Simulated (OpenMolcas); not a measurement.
# One shape, several levels: C2F6 (hexafluoroethane)

Aim: a comparison of 6 runs (HF/3-21G, B2PLYP/6-31G*, BHLYP/6-31G*, M06-L/6-31G*, TPSS/6-31G*, revPBE/6-31G*) of C2F6 (hexafluoroethane). 

The calculation is run with OpenMolcas 26.06.

**1. The structure to begin with**

C2F6: 8 atoms, total charge 0, spin state singlet. As SMILES, `FC(F)(F)C(F)(F)F`. The coordinates come from a PBE0-D4/def2-TZVP relaxation.

Bond lengths: F1–C2 1.325 Å, C2–F3 1.325 Å, C2–F4 1.325 Å, C2–C5 1.549 Å, C5–F6 1.325 Å, C5–F7 1.325 Å, C5–F8 1.325 Å. Some angles: F1–C2–F3 109.1°, F1–C2–F4 109.1°, F1–C2–C5 109.8°, F3–C2–F4 109.1°, F3–C2–C5 109.8°, F4–C2–C5 109.8°, C2–C5–F6 109.8°, C2–C5–F7 109.8°, C2–C5–F8 109.8°, F6–C5–F7 109.1°.

**2. Energy and forces at HF/3-21G (run 1)**

Contents of run.inp:

```
* C2F6 Hartree-Fock
>>> EXPORT MOLCAS_PRINT=2

&GATEWAY
  BasLib=$CurrDir
  Coord
  8
  angstrom
  F        1.065570      -0.767260       1.152000
  C        0.662650      -0.397300      -0.054910
  F        1.596070       0.361280      -0.610920
  F        0.478560      -1.476610      -0.801220
  C       -0.662670       0.397270       0.054890
  F       -0.477000       1.479670       0.796360
  F       -1.068680       0.762200      -1.152500
  F       -1.594500      -0.359250       0.616310
  Basis=3-21G
  Group=NoSym

&SEWARD

&SCF
  Thresholds=1e-10 1e-07 1e-07 1e-05
  PrOrbitals=1 1

&ALASKA
```

The basis set 3-21G is read from a file made from the Basis Set Exchange's data (not shown).

On the command line:

```
export MOLCAS_MEM=1860
pymolcas run.inp > run.log
```

Output:

```text
--- Start Module: gateway ---
[...]
--- Stop Module: gateway /rc=_RC_ALL_IS_WELL_ ---
[...]
      Basis functions           72
[...]
--- Start Module: scf ---
[...]
       Convergence after  12 Iterations
[...]
::    Total SCF energy                               -668.7428307965
[...]
      Total spin, S                                     0.0000000000
[...]
      Total electronic charge=   66.000000
      Total            charge=   -0.000000
[...]
      Dipole Moment (debye):
      Origin of the operator (angstrom)=    0.0000    0.0000    0.0000
                   X= -1.4942E-04               Y= -2.1517E-04               Z= -1.7787E-04           Total=  3.1664E-04
      Quadrupole Moment (debye*angstrom):
[...]
--- Stop Module: scf /rc=_RC_ALL_IS_WELL_ ---
[...]
--- Start Module: alaska ---
[...]
 *              Molecular gradients               *
 **************************************************
  Irreducible representation: a
 ------------------------------------------------------------------------------------------
                              X                       Y                       Z
 ------------------------------------------------------------------------------------------
  F1               -3.08148577927625E-03    3.28652005056007E-03   -1.37739643136214E-02
  C2                2.78659749788884E-02   -1.67329346424069E-02   -2.32114132885666E-03
  F3               -9.07040146999805E-03   -9.45846195142153E-03    6.17542888726952E-03
  F4                3.57209043606899E-03    1.13406893617984E-02    8.32207291092502E-03
  C5               -2.78812109349287E-02    1.67139325089588E-02    2.30054894888648E-03
  F6               -3.57717686766784E-03   -1.13520574572519E-02   -8.27223873372596E-03
  F7                3.10694024449276E-03   -3.25335573548813E-03    1.37889227824282E-02
  F8                9.06526939243690E-03    9.45566786526975E-03   -6.21962915342245E-03
[...]
--- Stop Module: alaska /rc=_RC_ALL_IS_WELL_ ---
[...]
```

Run time: 7.5 s. Hardware: 1 thread of Intel Xeon Platinum 8259CL at 2.50GHz (Skylake/Cascade Lake), shared host; peak memory 0.42 GiB.

**3. A single-point energy at B2PLYP/6-31G(d) (spherical functions) (run 2)**

Contents of mol.xyz:

```xyz
8

F      1.065570    -0.767260     1.152000
C      0.662650    -0.397300    -0.054910
F      1.596070     0.361280    -0.610920
F      0.478560    -1.476610    -0.801220
C     -0.662670     0.397270     0.054890
F     -0.477000     1.479670     0.796360
F     -1.068680     0.762200    -1.152500
F     -1.594500    -0.359250     0.616310
```

Contents of calc.input:

```
>>> EXPORT MOLCAS_PRINT=2
&GATEWAY
BasLib
$CurrDir
Coord
mol.xyz
Basis
6-31Gs
Group
NoSym
&SEWARD
GridInput
Grid=UltraFine
End of Grid
&SCF
KSDFT
B2PLYP_SCF
Thresholds
1e-10 1e-07 1e-07 1e-05
PrOrbitals
1 2
&MBPT2
Frozen
8
```

The basis set 6-31G* is read from a file made from the Basis Set Exchange's data (not shown).

On the command line:

```
export MOLCAS_MEM=1860
pymolcas calc.input > calc.log
```

Output:

```text
--- Start Module: gateway ---
[...]
--- Stop Module: gateway /rc=_RC_ALL_IS_WELL_ ---
[...]
      Basis functions          112
[...]
--- Start Module: scf ---
[...]
       Convergence after  11 Iterations
[...]
::    Total KS-DFT energy                            -674.3214273471
[...]
      Total spin, S                                     0.0000000000
[...]
      Total electronic charge=   66.000000
      Total            charge=   -0.000000
[...]
      Dipole Moment (debye):
      Origin of the operator (angstrom)=    0.0000    0.0000    0.0000
                   X= -1.3719E-04               Y= -1.9347E-04               Z= -1.6295E-04           Total=  2.8776E-04
      Quadrupole Moment (debye*angstrom):
[...]
--- Stop Module: scf /rc=_RC_ALL_IS_WELL_ ---
[...]
--- Start Module: mbpt2 ---
[...]
 ###    WARNING: MP2 implementation intended for RHF references only         ###
 ###############################################################################
MBPT2 WARNING: Reference function according to RunFile:KS-DFT
I'll assume you know what you're doing and continue
WARNING!
Default frozen orbitals as non valence orbitals is overwritten by user input.
Default values:   8
[...]
       Reference weight ( Cref**2 )         =        0.69452
::    Total MBPT2 energy                             -675.8373267884
[...]
      Total MBPT2 calculations                           1.17      1.33
--- Stop Module: mbpt2 /rc=_RC_ALL_IS_WELL_ ---
[...]
```

It took 47 s on 1 thread of Intel Xeon Platinum 8259CL at 2.50GHz (Skylake/Cascade Lake), shared host; peak memory 0.67 GiB.

Runs 3 to 5 aren't shown in full; the table further down has their settings and results.

**4. Energy and forces at revPBE/6-31G(d) (spherical functions) (run 6)**

Contents of mol.input:

```
&GATEWAY
 BasLib = $CurrDir
 Coord
 8
 angstrom
 F        1.065570      -0.767260       1.152000
 C        0.662650      -0.397300      -0.054910
 F        1.596070       0.361280      -0.610920
 F        0.478560      -1.476610      -0.801220
 C       -0.662670       0.397270       0.054890
 F       -0.477000       1.479670       0.796360
 F       -1.068680       0.762200      -1.152500
 F       -1.594500      -0.359250       0.616310
 Basis = 6-31Gs
 Group = NoSym

&SEWARD
 GridInput
 Grid=UltraFine
 End of Grid

&SCF
 KSDFT = revPBE
 Thresholds = 1e-10 1e-07 1e-07 1e-05
 PrOrbitals = 0

&ALASKA
```

The basis set 6-31G* is read from a file made from the Basis Set Exchange's data (not shown).

On the command line:

```
export MOLCAS_MEM=1860
pymolcas mol.input > mol.log
```

Output:

```text
--- Start Module: gateway ---
[...]
--- Stop Module: gateway /rc=_RC_ALL_IS_WELL_ ---
[...]
      Basis functions          112
[...]
--- Start Module: scf ---
[...]
       Convergence after  12 Iterations
[...]
::    Total KS-DFT energy                            -675.0277589410
[...]
      Total spin, S                                     0.0000000000
[...]
      Total electronic charge=   66.000000
      Total            charge=   -0.000000
[...]
      Dipole Moment (debye):
      Origin of the operator (angstrom)=    0.0000    0.0000    0.0000
                   X= -1.2327E-04               Y= -1.7291E-04               Z= -1.4758E-04           Total=  2.5860E-04
      Quadrupole Moment (debye*angstrom):
[...]
--- Stop Module: scf /rc=_RC_ALL_IS_WELL_ ---
[...]
--- Start Module: alaska ---
[...]
 *              Molecular gradients               *
 **************************************************
  Irreducible representation: a
 ------------------------------------------------------------------------------------------
                              X                       Y                       Z
 ------------------------------------------------------------------------------------------
  F1               -8.83109669618243E-03    8.21134168433169E-03   -2.75734492100632E-02
  C2                1.53226075475525E-02   -9.20776867873419E-03   -1.28146285814046E-03
  F3               -2.09254031109865E-02   -1.75251241681931E-02    1.26692009944858E-02
  F4                4.58027827545165E-03    2.44250241020865E-02    1.70004376309070E-02
  C5               -1.53340327558507E-02    9.19399620675843E-03    1.26581097641804E-03
  F6               -4.60374479179787E-03   -2.44752186108208E-02   -1.68980285700666E-02
  F7                8.89107913437037E-03   -8.11963884796363E-03    2.75916694468279E-02
  F8                2.09003123973055E-02    1.74973883125134E-02   -1.27741784103161E-02
[...]
--- Stop Module: alaska /rc=_RC_ALL_IS_WELL_ ---
[...]
```

It took 66 s on 1 thread of Intel Xeon Platinum 8259CL at 2.50GHz (Skylake/Cascade Lake), shared host; peak memory 0.67 GiB.

**5. The series**

```
run                                level      task  frozen core orbitals  energy (Eh)  dipole moment (D)  HOMO energy (eV)  LUMO energy (eV)  wall time
  1                             HF/3-21G  gradient                     –  -668.742831               0.00            -15.86              7.57      7.5 s
  2  B2PLYP/6-31G* (spherical functions)    energy                     8  -674.730720               0.00            -12.73              4.83       47 s
  3   BHLYP/6-31G* (spherical functions)  gradient                     –  -675.005006               0.00            -12.77              4.38       62 s
  4   M06-L/6-31G* (spherical functions)  gradient                     –  -675.186727               0.00             -9.36              2.15       82 s
  5    TPSS/6-31G* (spherical functions)  gradient                     –  -675.301351               0.00             -8.88              1.95       83 s
  6  revPBE/6-31G* (spherical functions)  gradient                     –  -675.027759               0.00             -8.59              1.93       66 s
```

**6. Summary of results**

```
                       quantity          value
            run 6: total energy  -675.02776 Eh
           run 6: dipole moment         0.00 D
             run 6: HOMO energy       -8.59 eV
             run 6: LUMO energy        1.93 eV
           run 6: HOMO–LUMO gap       10.51 eV
run 6: largest force on an atom     1.548 eV/Å
```

**Reading.** The HOMO–LUMO gap runs from 10.51 eV (revPBE/6-31G*) to 23.43 eV (HF/3-21G). The two ends differ in method and basis. For B2PLYP the log adds the whole second-order term; the table takes 0.27 of it, as the functional is defined. Totals of different functionals can't be ranked against each other. All runs together took 5.8 min, the longest 83 s.
